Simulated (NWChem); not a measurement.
# B2H4Cl2 (SMILES [BH2-]1[Cl+][BH2-][Cl+]1): levels of theory compared

Aim: a comparison of 3 runs (HF/def2-SVP, wB97X/6-31G*, PBE0/def2-SVP) of B2H4Cl2. 

Program for the calculation: NWChem 7.3.0.

## Step 1: The molecule

B2H4Cl2: 8 atoms, total charge 0, spin state singlet. As SMILES, `[BH2-]1[Cl+][BH2-][Cl+]1`. The shape is that of a GFN2-xTB optimisation.

Bond lengths: B1–Cl2 1.891 Å, Cl2–B3 1.892 Å, B1–Cl4 1.891 Å, B3–Cl4 1.892 Å, B1–H5 1.178 Å, B1–H6 1.178 Å, B3–H7 1.178 Å, B3–H8 1.178 Å. Some angles: B1–Cl2–B3 86.0°, Cl2–B1–Cl4 94.0°, Cl2–B3–Cl4 94.0°, B1–Cl4–B3 86.0°, Cl2–B1–H5 110.7°, Cl2–B1–H6 110.7°, Cl4–B1–H5 110.8°, Cl4–B1–H6 110.7°, Cl2–B3–H7 110.7°, Cl2–B3–H8 110.7°.

## Step 2: Energy and forces at HF/def2-SVP (run 1)

File run.nw:

```
START run
TITLE "B2Cl2H4"
memory 2200 mb
charge 0

GEOMETRY noautosym nocenter noautoz
 B       -0.350670       1.158840      -0.443780
 Cl      -1.121800      -0.030220       0.808250
 B        0.351220      -1.159670       0.443610
 Cl       1.114490       0.023940      -0.819690
 H       -1.043100       1.274870      -1.389840
 H        0.012300       2.145660       0.087030
 H        1.043490      -1.259540       1.391870
 H       -0.005930      -2.153880      -0.077460
END

BASIS spherical bse
 B library def2-SVP
 Cl library def2-SVP
 H library def2-SVP
END

SCF
 thresh 1e-08
 maxiter 80
 print medium
END

TASK scf gradient
```

Launch:

```console
$ nwchem run.nw > run.out
```

The log of the run:

```text
[...]
  functions       =    84
[...]
  wavefunction    = RHF
[...]
         Total SCF energy =   -970.381034077313
      One-electron energy =  -1729.139469407829
      Two-electron energy =    561.894781319695
 Nuclear repulsion energy =    196.863654010822
        Time for solution =      5.8s
[...]
                         RHF ENERGY GRADIENTS
    atom               coordinates                        gradient
                 x          y          z           x          y          z
   1 B      -0.662670   2.189890  -0.838623    0.007867  -0.025950   0.009867
   2 Cl     -2.119895  -0.057108   1.527371    0.032233   0.000884  -0.023309
   3 B       0.663710  -2.191459   0.838301   -0.007894   0.025503  -0.010141
   4 Cl      2.106081   0.045240  -1.548989   -0.032017  -0.000498   0.023494
   5 H      -1.971173   2.409155  -2.626417    0.004714   0.001466   0.006605
   6 H       0.023244   4.054709   0.164463   -0.003611  -0.005547  -0.005162
   7 H       1.971910  -2.380185   2.630253   -0.004699  -0.001446  -0.006415
   8 H      -0.011206  -4.070243  -0.146378    0.003408   0.005588   0.005060
[...]
```

It took 7.8 s on 1 thread of Intel Xeon 6975P-C (Granite Rapids), shared host; peak memory 0.1 GiB.

## Step 3: Energy and gradient at wB97X/6-31G(d) (spherical functions) (run 2)

File mymol.nw:

```
start mymol
title "B2Cl2H4"
memory 2200 mb

geometry units angstroms noautosym nocenter noautoz
  B    -0.350670    1.158840   -0.443780
  Cl   -1.121800   -0.030220    0.808250
  B     0.351220   -1.159670    0.443610
  Cl    1.114490    0.023940   -0.819690
  H    -1.043100    1.274870   -1.389840
  H     0.012300    2.145660    0.087030
  H     1.043490   -1.259540    1.391870
  H    -0.005930   -2.153880   -0.077460
end

basis spherical bse
  B library 6-31G*
  Cl library 6-31G*
  H library 6-31G*
end

dft
  xc wb97x
  grid xfine
  convergence energy 1e-08
  iterations 100
  mulliken
  print low
end

task dft gradient
```

Launch:

```console
$ nwchem mymol.nw > mymol.out
```

The log of the run:

```text
[...]
 d= 0,ls=0.0,diis     1   -972.4101432746 -1.17D+03  8.79D-03  3.96D-01     4.2
[...]
 d= 0,ls=0.0,diis     9   -972.4673106637 -1.41D-09  8.40D-07  5.26D-10    36.0
         Total DFT energy =     -972.467310663705
      One electron energy =    -1730.254449075612
           Coulomb energy =      627.158053766656
    Exchange-Corr. energy =      -66.234569365571
 Nuclear repulsion energy =      196.863654010822
[...]
                         DFT ENERGY GRADIENTS
    atom               coordinates                        gradient
                 x          y          z           x          y          z
   1 B      -0.662670   2.189890  -0.838623    0.004076  -0.013329   0.005090
   2 Cl     -2.119895  -0.057108   1.527371    0.023535   0.000646  -0.017045
   3 B       0.663710  -2.191459   0.838301   -0.004061   0.012962  -0.005267
   4 Cl      2.106081   0.045240  -1.548989   -0.023386  -0.000328   0.017138
   5 H      -1.971173   2.409155  -2.626417    0.004765   0.001714   0.006674
   6 H       0.023244   4.054709   0.164463   -0.003757  -0.005445  -0.005360
   7 H       1.971910  -2.380185   2.630253   -0.004743  -0.001718  -0.006494
   8 H      -0.011206  -4.070243  -0.146378    0.003572   0.005497   0.005263
 Task  times  cpu:       48.7s     wall:       48.7s
 Total times  cpu:       48.7s     wall:       48.7s
```

It took 49 s on 1 thread of Intel Xeon 6975P-C (Granite Rapids), shared host; peak memory 0.14 GiB.

## Step 4: Energy and forces at PBE0/def2-SVP (run 3)

File b2cl2h4.nw:

```
start b2cl2h4
memory stack 880 mb heap 220 mb global 1100 mb

geometry units angstroms noautosym nocenter noautoz
  B     -0.350670     1.158840    -0.443780
  Cl    -1.121800    -0.030220     0.808250
  B      0.351220    -1.159670     0.443610
  Cl     1.114490     0.023940    -0.819690
  H     -1.043100     1.274870    -1.389840
  H      0.012300     2.145660     0.087030
  H      1.043490    -1.259540     1.391870
  H     -0.005930    -2.153880    -0.077460
end

basis "ao basis" spherical bse
  * library def2-SVP
end

dft
  xc pbe0
  grid xfine
  convergence energy 1e-08
  maxiter 100
  mulliken
  print medium
end

task dft gradient
```

Launch:

```console
$ nwchem b2cl2h4.nw > b2cl2h4.out
```

The log of the run:

```text
[...]
          Wavefunction type:  closed shell.
          No. of atoms     :     8
          No. of electrons :    48
[...]
          Charge           :     0
          Spin multiplicity:     1
[...]
          AO basis - number of functions:    84
[...]
              XC Information
              --------------
                         PBE0 Method XC Functional
                     Hartree-Fock (Exact) Exchange  0.250
          PerdewBurkeErnzerhof Exchange Functional  0.750
            Perdew 1991 LDA Correlation Functional  1.000 local
           PerdewBurkeErnz. Correlation Functional  1.000 non-local
[...]
 d= 0,ls=0.0,diis     1   -971.7730788033 -1.17D+03  1.03D-02  3.94D-01     2.3
[...]
 d= 0,ls=0.0,diis     8   -971.8253715165 -2.08D-10  2.11D-07  2.84D-10    17.3
         Total DFT energy =     -971.825371516542
      One electron energy =    -1729.551627542010
           Coulomb energy =      626.667736945791
    Exchange-Corr. energy =      -65.805134931145
 Nuclear repulsion energy =      196.863654010822
[...]
      Total Density - Mulliken Population Analysis
     ---------------------------------------------
    Atom       Charge   Shell Charges
 -----------   ------   -------------------------------------------------------
    1 B    5     4.98   1.99  0.82  0.09  1.60  0.40  0.08
    2 Cl  17    17.03   2.00  1.98  1.27  0.66  5.93  2.18  2.97  0.04
    3 B    5     4.98   1.99  0.82  0.09  1.59  0.40  0.08
    4 Cl  17    17.03   2.00  1.98  1.27  0.66  5.93  2.18  2.97  0.04
    5 H    1     1.00   0.75  0.23  0.01
    6 H    1     1.00   0.75  0.23  0.01
    7 H    1     1.00   0.75  0.23  0.01
    8 H    1     1.00   0.75  0.23  0.01
[...]
  wavefunction    = closed shell
[...]
```

Wall time 22 s (1 thread of Intel Xeon 6975P-C (Granite Rapids), shared host); peak memory 0.13 GiB.

## Step 5: The series

| run | level | iteration cap | module | energy (Eh) | dipole moment (D) | HOMO energy (eV) | LUMO energy (eV) | wall time |
| --- | --- | --- | --- | --- | --- | --- | --- | --- |
| 1 | HF/def2-SVP | 80 | scf | -970.381034 | 0.01 | -11.47 | 3.84 | 7.8 s |
| 2 | wB97X/6-31G* (spherical functions) | 100 | dft | -972.467311 | – | – | – | 49 s |
| 3 | PBE0/def2-SVP | 100 | dft | -971.825372 | 0.01 | -8.10 | 0.16 | 22 s |

## Step 6: Results

```
                       quantity          value
            run 3: total energy  -971.82537 Eh
           run 3: dipole moment         0.01 D
             run 3: HOMO energy       -8.10 eV
             run 3: LUMO energy        0.16 eV
           run 3: HOMO–LUMO gap        8.26 eV
run 3: largest force on an atom     1.444 eV/Å
```

Totals of different functionals can't be ranked against each other. All runs together took 79 s, the longest 49 s.
